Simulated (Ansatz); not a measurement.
# Hf3NbO: the cost of one run

Method: DFT PBE, scalar-relativistic, plane waves, PAW, in Ansatz 0.2.0.

1 further run of the same task is left out (set aside as unsound or not needed).

### 1 The starting structure

The structure is trigonal, space group R-3m (No. 166). Conventional cell: a = 4.758 Å, b = 4.758 Å, c = 13.798 Å, α = 90.00°, β = 90.00°, γ = 120.00°. Around Hf (site symmetry 2/m) lie 4 Hf at 2.38 Å and 2 O at 2.38 Å and 2 Nb at 2.68 Å. Nb (site symmetry -3m) is surrounded by 6 Hf at 2.68 Å. Around O (site symmetry -3m) lie 6 Hf at 2.38 Å.

Coordinates:

```cif
data_structure
_symmetry_space_group_name_H-M 'P 1'
_symmetry_Int_Tables_number 1
_cell_length_a 5.3572
_cell_length_b 5.3572
_cell_length_c 5.3572
_cell_angle_alpha 52.723
_cell_angle_beta 52.723
_cell_angle_gamma 52.723
_cell_volume 90.16
loop_
_atom_site_label
_atom_site_type_symbol
_atom_site_fract_x
_atom_site_fract_y
_atom_site_fract_z
_atom_site_occupancy
Hf1 Hf 0.50000 0.50000 0.00000 1
Hf2 Hf 0.00000 0.50000 0.50000 1
Hf3 Hf 0.50000 0.00000 0.50000 1
Nb1 Nb 0.50000 0.50000 0.50000 1
O1 O 0.00000 0.00000 0.00000 1
```

The cell is invented: random cell by space group and Wyckoff sites (R-3m, No. 166). Its size is a rough estimate.

### 2 The guess as it stands, on a coarse mesh

Input file input.yaml:

```yaml
crystal:
  lattice:
    - [2.37880093, 1.37340136, 4.59945626]
    - [-2.37880093, 1.37340136, 4.59945626]
    - [0.0, -2.74680271, 4.59945626]
  atoms:
    - { symbol: Hf, position: [0.5, 0.5, 0.0] }
    - { symbol: Hf, position: [0.0, 0.5, 0.5] }
    - { symbol: Hf, position: [0.5, 0.0, 0.5] }
    - { symbol: Nb, position: [0.5, 0.5, 0.5] }
    - { symbol: O, position: [0.0, 0.0, 0.0] }
basis:
  ecutwfc: 420
kpoints:
  mp_grid: { grid: [6, 6, 6] }
hamiltonian:
  xc: pbe
scf:
  occupations: { method: gaussian, width: 0.1 }
  lower_state_search: "off"
output:
  forces: true
  stress: true
  eigenvalues: true
```

Run with:

```bash
$ ansatz run input.yaml --threads 1 --pin off --max-ram 2560MiB --backend cpu --events-out ev --progress --plain --runs-dir out
```

What time and memory should one allow on 1 thread of Intel Xeon at 2.70GHz, shared host?

About 11 s, with a peak of 0.48 GiB.
